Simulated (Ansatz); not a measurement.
# SiGeH6 (singlet): wave-function methods side by side at distance Ge1–H5 along a hydrogen transfer = 1.534 Å, cc-pVDZ

One table from this session's results is given with a row withheld; the runs are named, their logs left out.

The runs use Ansatz 0.2.0, Gaussian basis; cc-pVDZ, core rule «outside noble gas», up to 19 orbitals frozen.

To be run: UHF; CCSD(T) on RHF; CCSD(T) on UHF; BCCD(T) on RHF; CISD; CCSDT(Q) on RHF; CASSCF and NEVPT2, 2 electrons in 2 orbitals; CASSCF and NEVPT2, 8 electrons in 8 orbitals.

6 further runs of the same task are left out: 6 that didn't finish.

## What is computed

The geometry derives from fragments relaxed apart (PBE0/def2-TZVP) and kept rigid, so it is no stationary point. A hydrogen atom is moved between rigid fragments. No spin-orbit coupling is included. The filled d shell of Ge may be among the frozen orbitals whatever the setting's name suggests; the logs give the count.

8 atoms, charge 0, spin multiplicity 1.

Atoms are counted from 1 here; the program's logs count them from 0.

Bond lengths: Ge1–H2 1.534 Å, Ge1–H3 1.534 Å, Ge1–H4 1.534 Å, Ge1–H5 1.534 Å, Si6–H7 1.526 Å, Si6–H8 1.526 Å. Angles: H2–Ge1–H3 109.5°, H2–Ge1–H4 109.5°, H2–Ge1–H5 109.5°, H3–Ge1–H4 109.5°, H3–Ge1–H5 109.5°, H4–Ge1–H5 109.5°, H7–Si6–H8 91.2°.

The first run:

in.yaml reads:

```yaml
crystal:
  periodic: [false, false, false]
  atoms:
    - {symbol: Ge, position_ang: [-0.957960, 0.016507, 0.000000]}
    - {symbol: H, position_ang: [-1.469410, 1.463106, 0.000001]}
    - {symbol: H, position_ang: [-1.469410, -0.706793, 1.252791]}
    - {symbol: H, position_ang: [-1.469410, -0.706793, -1.252792]}
    - {symbol: H, position_ang: [0.576390, 0.016507, 0.000000]}
    - {symbol: Si, position_ang: [2.399040, 0.016507, 0.000000]}
    - {symbol: H, position_ang: [3.011220, -0.857778, 1.090012]}
    - {symbol: H, position_ang: [3.011220, -0.857777, -1.090013]}
basis:
  gaussian: {orbitals: cc-pVDZ}
magnetization: {spin_polarized: true, initial_magnetization: 0}
hamiltonian: {xc: hf}
output: {orbitals: {seedname: orbitals}}
```

Started as:

```sh
$ ansatz run in.yaml --threads 1 --pin off --events-out ev --progress --plain --max-ram 2393MiB
```

Steps of the session up to this table: UHF; CCSD(T) on RHF; CCSD(T) on UHF; BCCD(T) on RHF; CISD; CCSDT(Q) on RHF; CASSCF and NEVPT2, 2 electrons in 2 orbitals; CASSCF and NEVPT2, 8 electrons in 8 orbitals.

One of the session's tables, all rows but one given; the rest of the session is left out.

| method | from RCCSDT(Q) (meV) |
| --- | --- |
| RHF | +7475.3 |
| UHF | +7461.9 |
| RMP2 | +1708.5 |
| CISD | +978.6 |
| RCCSD | +213.9 |
| RCCSD(T) | ? |
| BCCD(T) | +43.4 |
| RCCSDT | +7.1 |
| RCCSDT(Q) | 0 |
| CASSCF pair | +7076.0 |
| NEVPT2 pair | +1689.1 |
| CASSCF frontier | +5801.6 |
| NEVPT2 frontier | +1546.9 |

Q: Estimate the row for RCCSD(T) from the others.

**Answer.** from RCCSDT(Q) (meV): +44.3. In the column «from RCCSDT(Q) (meV)» it lies between BCCD(T) (+43.4) and RCCSD (+213.9).

Not comparable, so not listed: CCSD(T) on UHF (they don't share determinant, frozen orbitals or solution with the rows shown, or repeat one).

To keep in mind: Warnings: restricted reference is unstable; spin contamination.
